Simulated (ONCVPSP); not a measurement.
# Erbium: generating and testing an ONCV potential

Task: generate the file, and judge it by its errors in other configurations, its logarithmic derivatives, its ghosts and its cutoff.

Method: ONCVPSP 4.0.1, PBEsol, scalar-relativistic.

### Step 1. Starting point

The settings as typed:

* element: erbium (Er, Z = 68)
* type: optimised norm-conserving Vanderbilt (ONCV)
* frozen core: [Kr] 4d10
* valence charge: 22
* reference configuration: 4f11 5s2 5p6 5d1 6s2
* partial waves: 5s+6s: rc 2.05 bohr, ncon 4, nbas 8, qcut 6 1/bohr, 2 projectors; 5p: rc 1.55 bohr, ncon 3, nbas 7, qcut 6.2 1/bohr, 2 projectors, debl 0.4 Ha; 5d: rc 2.55 bohr, ncon 3, nbas 8, qcut 5 1/bohr, 3 projectors, debl 1.9 Ha; 4f: rc 0.90 bohr, ncon 4, nbas 9, qcut 21.4 1/bohr, 2 projectors, debl 0.5 Ha
* local potential: polynomial inside 0.70 bohr (lpopt 5, dvloc0 0 Ha)
* core correction: Teter function, fcfact 2.75, rcfact 1.15

The outer shells as boxes (Hund's rule for the drawing; the calculation is spin-unpolarised):

```
[Kr] core
4d [↑↓][↑↓][↑↓][↑↓][↑↓]
4f [↑↓][↑↓][↑↓][↑↓][↑ ][↑ ][↑ ]
5s [↑↓]
5p [↑↓][↑↓][↑↓]
5d [↑ ][  ][  ][  ][  ]
6s [↑↓]
```

### Step 2. Generation

Input file Er.dat:

```
# ATOM AND REFERENCE CONFIGURATION
# atsym  z   nc   nv     iexc    psfile
  Er 68.00    9    5  -116133      upf
#
#   n    l    f
    1    0    2.00
    2    0    2.00
    2    1    6.00
    3    0    2.00
    3    1    6.00
    3    2   10.00
    4    0    2.00
    4    1    6.00
    4    2   10.00
    4    3   11.00
    5    0    2.00
    5    1    6.00
    5    2    1.00
    6    0    2.00
#
# PSEUDOPOTENTIAL AND OPTIMIZATION
# lmax
    3
#
#   l,   rc,      ep,       ncon, nbas, qcut
    0    2.05    0.00    4    8    6.00
    1    1.55    0.00    3    7    6.20
    2    2.55    0.00    3    8    5.00
    3    0.90    0.00    4    9   21.40
#
# LOCAL POTENTIAL
# lloc, lpopt,  rc(5),   dvloc0
    4    5    0.70    0.00
#
# VANDERBILT-KLEINMAN-BYLANDER PROJECTORs
# l, nproj, debl
    0    2    3.90
    1    2    0.40
    2    3    1.90
    3    2    0.50
#
# MODEL CORE CHARGE
# icmod, fcfact, rcfact
    3    2.75    1.15
#
# LOG DERIVATIVE ANALYSIS
# epsh1, epsh2, depsh
   -4.00    5.00    0.02
#
# OUTPUT GRID
# rlmax, drl
    6.00    0.01
#
# TEST CONFIGURATIONS
# ncnf
    4
# nvcnf
#   n    l    f
    5
    4    3   12.00
    5    0    2.00
    5    1    6.00
    5    2    0.00
    6    0    2.00
#
    5
    4    3   12.00
    5    0    2.00
    5    1    6.00
    5    2    0.00
    6    0    1.00
#
    5
    4    3   12.00
    5    0    2.00
    5    1    6.00
    5    2    0.00
    6    0    0.00
#
    5
    4    3   12.00
    5    0    2.00
    5    1    6.00
    5    2    1.00
    6    0    0.00
#
```

Started as:

```bash
$ oncvpsp.x < Er.dat > Er.out
```

**Question.** What will these runs give? Wanted: cutoffs for 1 and 0.1 mHa per electron, occupied waves; bound ghosts; GHOST(+) flags; largest test error; largest phase difference near zero energy, channels read; rms error of d²Exc/dn², without and with the model core; projector energies reset by the program.

**Answer**, as computed:

```
                                                quantity                               value
  cutoffs for 1 and 0.1 mHa per electron, occupied waves                   176 Ha and 194 Ha
                                            bound ghosts    s at -536.07 eV, p at -151.47 eV
                                          GHOST(+) flags                         d at 934 eV
                            largest test error (AE − PS)  -121 meV, for 4f12 5s2 5p6 5d0 6s1
largest phase difference near zero energy, channels read                           0.000 rad
 rms error of d²Exc/dn², without and with the model core                   5.21 and 3.72 mHa
                 projector energies reset by the program                 p: -1.094, 0.250 Ha
```

**Reading.** It has a bound ghost (s, p), a state that the atom doesn't have, and that rules the file out. The worst unpolarised test, 4f12 5s2 5p6 5d0 6s1, is off by 121 meV on 1.6 eV; by total energies transferability rates as poor. It counts as very hard, with 176 Ha needed at the looser tolerance. At the looser tolerance the 4f wave is the slowest; 5p needs 16 Ha. Near zero energy the phases of the channels with partial waves agree within 0.001 rad. The program also flags highly localised states, GHOST(+) (d). These are tests on the free atom; a crystal test is still owed.
